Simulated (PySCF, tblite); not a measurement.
# C4H4N2O2S: geometry, infrared bands and NMR shifts

Wanted: the infrared bands and NMR shifts of C4H4N2O2S (`COc1nnc(C=O)s1`), by calculation.

The runs use tblite 0.8.0 and PySCF 2.14.0, with density-fitted response routines of our own; the level of theory stands in each step. All values are computed, except where a source is named. Atoms are numbered from 0 throughout.

**1. Starting geometry**

13 atoms, charge 0, multiplicity 1; geometry from: force field or distance geometry start.

Bonds of the start (Å): C0–O1 1.41, O1–C2 1.34, C2–N3 1.32, N3–N4 1.38, N4–C5 1.31, C5–C6 1.44, C6–O7 1.24, C5–S8 1.70, S8–C2 1.71, C0–H9 1.10, C0–H10 1.10, C0–H11 1.09, C6–H12 1.09.

**2. Relaxing the molecule with GFN2-xTB**

The job: settings as JSON, then the geometry in Å.

```
{"job": {"kind": "relax", "xc": "GFN2-xTB", "basis": "xTB"}, "charge": 0, "multiplicity": 1}
C     -2.781500     0.261800     0.151200
O     -1.663800     0.837600     0.790400
C     -0.475600     0.343200     0.400400
N     -0.341700    -0.577100    -0.532200
N      0.986100    -0.899400    -0.735300
C      1.777400    -0.184900     0.023900
C      3.215300    -0.315400    -0.010300
O      4.031700     0.311300     0.679800
S      0.991600     0.909800     1.068100
H     -2.859000    -0.812600     0.351500
H     -3.690700     0.735800     0.559800
H     -2.768700     0.457200    -0.923800
H      3.574500    -1.066700    -0.719800
```

The run is started by

```
OMP_NUM_THREADS=1 python probes_run.py task.json out
```

One launch serves the whole session: the jobs run in the order shown.

**Question.** This job is followed by: GFN2-xTB harmonic vibrations, gas phase; GIAO PBE0/pcSseg-1 NMR shielding, non-relativistic, gas phase. Predict these results of the whole session: strongest single infrared mode (GFN2-xTB); zero-point energy (GFN2-xTB); 13C shifts against TMS (PBE0/pcSseg-1); 1H shifts against TMS (PBE0/pcSseg-1, means over atoms taken as alike); 17O shifts against H2O (PBE0/pcSseg-1); 15N shifts against NH3 (PBE0/pcSseg-1); 33S shifts against CS2 (PBE0/pcSseg-1).

As calculated:

| quantity | value |
| --- | --- |
| strongest single infrared mode (GFN2-xTB) | 1519 cm⁻¹, 515 km/mol |
| zero-point energy (GFN2-xTB) | 51.4 kcal/mol |
| 13C shifts against TMS (PBE0/pcSseg-1) | 189.2, 184.2, 167.4, 60.8 ppm |
| 1H shifts against TMS (PBE0/pcSseg-1, means over atoms taken as alike) | 10.13, 4.45 ppm |
| 17O shifts against H2O (PBE0/pcSseg-1) | 682.2, 126.0 ppm |
| 15N shifts against NH3 (PBE0/pcSseg-1) | 438.9, 346.0 ppm |
| 33S shifts against CS2 (PBE0/pcSseg-1) | 222 ppm |

What this shows: Over 26 steps the energy fell by 0.276 eV; of the close pairs, N3–N4 changed most, 1.381 to 1.311 Å. All 33 modes are real, so the xTB geometry is a minimum. The strongest single mode, at 1519 cm⁻¹, moves mainly C2. GFN2-xTB is a fitted tight-binding method: band positions and strengths are rough. Its intensities can rank the bands wrongly. C6 (aldehyde carbonyl carbon) lies farthest downfield among carbon, at 189.2 ppm; low-lying n→π* states of the double bond to the heteroatom give a large paramagnetic term (-244 ppm). The most deshielded hydrogen is H12 (hydrogen on an aldehyde carbonyl carbon), at 10.13 ppm: the formyl region, downfield of aromatic protons. At PBE0/pcSseg-1: The widest tensor belongs to O7: span 1357 ppm, with a paramagnetic part of -741 ppm. NICS(1)zz of -21 ppm above the planar ring from C2 marks a diatropic (aromatic) ring current.
